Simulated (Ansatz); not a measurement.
# SbH2− (triplet): wave-function methods side by side at a displaced geometry (v1), def2-SVPD

How much of the correlation energy of SbH2− (triplet) does each wave-function method recover here?

Method: def2-SVPD, core rule «outside noble gas», up to 9 orbitals frozen; program: Ansatz 0.2.0, Gaussian basis.

Plan: UHF; CCSD(T) on ROHF; CCSD(T) on UHF; BCCD(T) on ROHF; CISD as a restricted active space (open shells left free, so some higher excitations enter); CCSDT(Q) on ROHF; CCSDT(Q) on UHF; CASSCF and MRCISD+Q, 8 electrons in 6 orbitals; CASSCF and NEVPT2, 8 electrons in 6 orbitals.

21 further runs of the same task are left out: 10 that didn't finish, 11 set aside as unsound or not needed. Runs told in other sessions of the task aren't counted.

## (1) What is computed

The geometry is a PBE0/def2-TZVPD stationary point (not a proven minimum) with its atoms shifted at random (size 0.040 Å). No spin-orbit coupling is included. Elements past krypton take def2 core potentials.

3 atoms, charge -1, spin multiplicity 3.

Atoms are counted from 1 here; the program's logs count them from 0.

Bond lengths: Sb1–H2 2.122 Å, Sb1–H3 2.058 Å. Angles: H2–Sb1–H3 178.5°.

As a file:

```xyz
3
charge -1, multiplicity 3
Sb   -0.01543   -0.00901    0.02164
H    -0.01627   -0.02515   -2.10041
H     0.03170    0.03416    2.07877
```

## (2) UHF

The input, in.yaml:

```yaml
crystal:
  periodic: [false, false, false]
  atoms:
    - {symbol: Sb, position_ang: [-0.015433, -0.009008, 0.021640]}
    - {symbol: H, position_ang: [-0.016266, -0.025151, -2.100413]}
    - {symbol: H, position_ang: [0.031698, 0.034159, 2.078773]}
basis:
  gaussian: {orbitals: def2-SVPD}
total_charge: -1
magnetization: {spin_polarized: true, initial_magnetization: 2}
hamiltonian: {xc: hf}
output: {orbitals: {seedname: orbitals}}
```

The run is started by

```
> ansatz run in.yaml --threads 1 --pin off --events-out ev --progress --plain --max-ram 2393MiB
```

The runs that follow: CCSD(T) on ROHF; CCSD(T) on UHF; BCCD(T) on ROHF; CISD as a restricted active space (open shells left free, so some higher excitations enter); CCSDT(Q) on ROHF; CCSDT(Q) on UHF; CASSCF and MRCISD+Q, 8 electrons in 6 orbitals; CASSCF and NEVPT2, 8 electrons in 6 orbitals.

Before running them: what should the planned runs give, taken together? Wanted: UCCSDT(Q) from the RHF energy; RMP2 from UCCSDT(Q); UMP2 from UCCSDT(Q); RCCSD from UCCSDT(Q); RCCSD(T) from UCCSDT(Q); UCCSD(T) from UCCSDT(Q); RCCSDT(Q) from UCCSDT(Q); NEVPT2 valence from UCCSDT(Q); MRCISD+Q valence from UCCSDT(Q).

As calculated:

```
                         quantity                                                                     value
    UCCSDT(Q) from the ROHF energy                                                                -3.8199 eV
              RMP2 from UCCSDT(Q)                                                                +890.0 meV
              UMP2 from UCCSDT(Q)                                                                +876.8 meV
             RCCSD from UCCSDT(Q)                                                                +145.4 meV
          RCCSD(T) from UCCSDT(Q)                                                                 +42.4 meV
          UCCSD(T) from UCCSDT(Q)                                                                 +29.1 meV
         RCCSDT(Q) from UCCSDT(Q)                                                                 +13.3 meV
    NEVPT2 valence from UCCSDT(Q)                                                                +952.0 meV
  MRCISD+Q valence from UCCSDT(Q)                                                                 +25.1 meV
levels within 1 kcal/mol (43 meV)  RCCSD(T), UCCSD(T), BCCD(T), RCCSDT, UCCSDT, RCCSDT(Q), MRCISD+Q valence
                    T1 diagnostic                                                                     0.024
   effectively unpaired electrons                                                                      2.02
```

What this shows: RCCSD(T) lands +42.4 meV from the yardstick (1.1 % of the correlation energy). One determinant dominates. Of the multireference levels listed MRCISD+Q valence comes nearest in total energy (+25.1 meV), which doesn't show that its space is the better one. These misses are within one basis, not against nature; the frozen cores of restricted and unrestricted runs differ, which can shift their rows.

With open shells the CI space here admits some higher excitations, so it is larger than plain CISD.
